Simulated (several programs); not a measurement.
# Many methods on one cell: KScS₂ (ordering on rocksalt)

An ordered 4-atom cell of KScS₂ on the rocksalt lattice (P4/mmm), relaxed with r2SCAN in Ansatz, was computed with several methods. It is tetragonal, P4/mmm (No. 123); conventional cell a = 4.035 Å, c = 5.465 Å, 22.25 Å³ an atom. K is surrounded by 6 S at 2.73–2.85 Å; S is surrounded by 2 K at 2.73 Å and 4 Sc at 2.85 Å; Sc is surrounded by 6 S at 2.73–2.85 Å; S is surrounded by 2 Sc at 2.73 Å and 4 K at 2.85 Å. These are computed values for a spin-unpolarised cell that may be hypothetical; none is a measurement.

```xyz
4
Lattice="4.0353 0.0000 0.0000 0.0000 4.0353 0.0000 0.0000 0.0000 5.4655" Properties=species:S:1:pos:R:3 pbc="T T T"
K     0.0000    0.0000    0.0000
S     0.0000    0.0000    2.7327
Sc    2.0176    2.0176    2.7327
S     2.0176    2.0176    0.0000
```

Gaps and times are for a single point on this cell; volume and bulk modulus come from each method's own relaxation or energy curve at fixed shape, which is too stiff where a cell has free coordinates or axes. Times are rough, from shared hosts (AMD EPYC 9R45 96-Core Processor; Intel Xeon Platinum 8375C CPU @ 2.90GHz), and each method has its own mesh and cell size. A double dagger marks a value from a curve with shape and coordinates held. PM6 (MOPAC), PM7 (MOPAC), GFN1-xTB (tblite) treat a cluster of cells at its zone centre, which samples few k points: where these miss a band edge, the gap comes out too large for that reason alone. Gaps from k meshes are read at a limited set of points (mesh, symmetry points, PBE's band edges), so each method's own least gap may be somewhat smaller. xTB and the PM methods were fitted mostly to molecules, and can miss a solid's gap by electronvolts. Minimal bases can be far off for gaps. Times of the plane-wave ladder aren't listed, since it ran on unlike processors and cards. d marks a direct gap, i an indirect one (no mark: not told apart), a dash a value that wasn't computed or didn't pass its checks.

```json
{"method": "PBEsol", "kind": "semilocal", "gap (eV)": "–", "own volume (Å³/atom)": "21.44", "bulk modulus (GPa)": "–", "atoms computed": "4", "processor time": "–"}
{"method": "light PBE (260 eV and a coarse mesh)", "kind": "light plane-wave", "gap (eV)": "0.05 d", "own volume (Å³/atom)": "–", "bulk modulus (GPa)": "–", "atoms computed": "4", "processor time": "0.64 s"}
{"method": "PBE", "kind": "semilocal", "gap (eV)": "0.05 d", "own volume (Å³/atom)": "22.49", "bulk modulus (GPa)": "58‡", "atoms computed": "4", "processor time": "–"}
{"method": "LDA", "kind": "semilocal", "gap (eV)": "overlap 0.01", "own volume (Å³/atom)": "20.67", "bulk modulus (GPa)": "–", "atoms computed": "4", "processor time": "–"}
{"method": "r2SCAN", "kind": "semilocal", "gap (eV)": "0.26 d", "own volume (Å³/atom)": "22.25", "bulk modulus (GPa)": "64‡", "atoms computed": "4", "processor time": "–"}
{"method": "PBE/SZV (CP2K)", "kind": "small basis", "gap (eV)": "overlap 0.07", "own volume (Å³/atom)": "21.62‡", "bulk modulus (GPa)": "70‡", "atoms computed": "4", "processor time": "9.9 s"}
{"method": "GFN1-xTB (tblite)", "kind": "tight binding", "gap (eV)": "0", "own volume (Å³/atom)": "–", "bulk modulus (GPa)": "–", "atoms computed": "cluster", "processor time": "19 s"}
{"method": "PBE/DZVP (CP2K)", "kind": "small basis", "gap (eV)": "0.01", "own volume (Å³/atom)": "22.39‡", "bulk modulus (GPa)": "57‡", "atoms computed": "4", "processor time": "23 s"}
{"method": "PM7 (MOPAC)", "kind": "semi-empirical", "gap (eV)": "6.61", "own volume (Å³/atom)": "–", "bulk modulus (GPa)": "–", "atoms computed": "cluster", "processor time": "28 s"}
{"method": "PM6 (MOPAC)", "kind": "semi-empirical", "gap (eV)": "3.58", "own volume (Å³/atom)": "–", "bulk modulus (GPa)": "–", "atoms computed": "cluster", "processor time": "35 s"}
{"method": "PBE/single zeta (GPAW)", "kind": "small basis", "gap (eV)": "0.16 d", "own volume (Å³/atom)": "–", "bulk modulus (GPa)": "–", "atoms computed": "4", "processor time": "73 s"}
{"method": "PBE0", "kind": "hybrid", "gap (eV)": "1.55 d", "own volume (Å³/atom)": "–", "bulk modulus (GPa)": "–", "atoms computed": "4", "processor time": "–"}
{"method": "HSE06", "kind": "hybrid", "gap (eV)": "0.86 d", "own volume (Å³/atom)": "22.13", "bulk modulus (GPa)": "–", "atoms computed": "4", "processor time": "–"}
```

Against HSE06 (0.86 eV) and with closed or daggered gaps left aside, the nearest gap at the points sampled is that of r2SCAN (-0.60 eV) and the farthest that of PM7 (MOPAC) (+5.75 eV). HSE06 is only a yardstick of convenience, and nearness to it can be luck.

Volumes against r2SCAN's: PBEsol -3.6 %, PBE +1.1 %, LDA -7.1 %, HSE06 -0.6 %.

Runs without a result: GFN2-xTB (tblite) (single point).
